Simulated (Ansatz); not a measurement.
# GeH (doublet): wave-function methods side by side, cc-pVTZ

Aim: climb from Hartree-Fock through coupled cluster and multireference methods for GeH (doublet) at one geometry and basis, and see what each rung misses.

Program: Ansatz 0.2.0, Gaussian basis. Level of theory: cc-pVTZ, correlated electrons: outside noble gas. These are calculated values, not measurements.

To be run: UHF; CCSD(T) on ROHF; CCSD(T) on UHF; BCCD(T) on ROHF; CISD; CCSDT(Q) on ROHF; CCSDT(Q) on UHF; CASSCF and MRCISD+Q, 5 electrons in 5 orbitals; CASSCF and NEVPT2, 5 electrons in 5 orbitals; Full CI.

## Step 1: What is computed

The geometry is a PBE0/def2-TZVP stationary point (not a proven minimum). No spin-orbit coupling is included. The filled d shell of Ge may be among the frozen orbitals whatever the setting's name suggests; the logs give the count.

2 atoms, charge 0, spin multiplicity 2.

Atoms are counted from 1 here; the program's logs count them from 0.

Bond lengths: Ge1–H2 1.601 Å.

As a file:

```xyz
2
charge 0, multiplicity 2
Ge    0.0000    0.0000    0.0000
H     0.0000    0.0000    1.6012
```

In the tables R marks a restricted open-shell determinant and U an unrestricted one; 'valence' is the active space of 5 electrons in 5 orbitals; correlation energies count from the lowest restricted Hartree-Fock solution.

## Step 2: UHF

in.yaml

```yaml
crystal:
  periodic: [false, false, false]
  atoms:
    - {symbol: Ge, position_ang: [0.000000, 0.000000, 0.000000]}
    - {symbol: H, position_ang: [0.000000, 0.000000, 1.601240]}
basis:
  gaussian: {orbitals: cc-pVTZ}
magnetization: {spin_polarized: true, initial_magnetization: 1}
hamiltonian: {xc: hf}
output: {orbitals: {seedname: orbitals}}
```

Run with:

```
> ansatz run in.yaml --threads 1 --pin off --events-out ev --progress --plain --max-ram 2393MiB
```

Further steps of the session: CCSD(T) on ROHF; CCSD(T) on UHF; BCCD(T) on ROHF; CISD; CCSDT(Q) on ROHF; CCSDT(Q) on UHF; CASSCF and MRCISD+Q, 5 electrons in 5 orbitals; CASSCF and NEVPT2, 5 electrons in 5 orbitals; Full CI.

Before running them: what should the planned runs give, taken together? Wanted: correlation energy, FCI; RMP2 from FCI; UMP2 from FCI; RCCSD from FCI; RCCSD(T) from FCI; UCCSD(T) from FCI; RCCSDT(Q) from FCI; UCCSDT(Q) from FCI; NEVPT2 valence from FCI.

The runs gave:

```
                                      quantity                                                                                value
                       correlation energy, FCI                                                                           -2.8151 eV
                                 RMP2 from FCI                                                                         +62.0 kJ/mol
                                 UMP2 from FCI                                                                         +63.0 kJ/mol
                                RCCSD from FCI                                                                          +8.6 kJ/mol
                             RCCSD(T) from FCI                                                                          +1.7 kJ/mol
                             UCCSD(T) from FCI                                                                          +1.4 kJ/mol
                            RCCSDT(Q) from FCI                                                                           0.0 kJ/mol
                            UCCSDT(Q) from FCI                                                                          -0.4 kJ/mol
                       NEVPT2 valence from FCI                                                                         +50.5 kJ/mol
                     MRCISD+Q valence from FCI                                                                          +0.1 kJ/mol
levels of the table within 1 kcal/mol (43 meV)  RCCSD(T), UCCSD(T), BCCD(T), RCCSDT, UCCSDT, RCCSDT(Q), UCCSDT(Q), MRCISD+Q valence
                                 T1 diagnostic                                                                                0.020
                effectively unpaired electrons                                                                                 1.06
```

RCCSD(T) lands +1.7 kJ/mol from the yardstick (0.6 % of the correlation energy). UCCSDT, UCCSDT(Q) fall below full CI: unrestricted runs freeze a spin-polarised core, another one than full CI's, and coupled cluster isn't variational. One determinant dominates. Of the multireference levels listed MRCISD+Q valence comes nearest in total energy (+0.1 kJ/mol), which doesn't show that its space is the better one. These misses are within one basis, not against nature; the frozen cores of restricted and unrestricted runs differ, which can shift their rows.
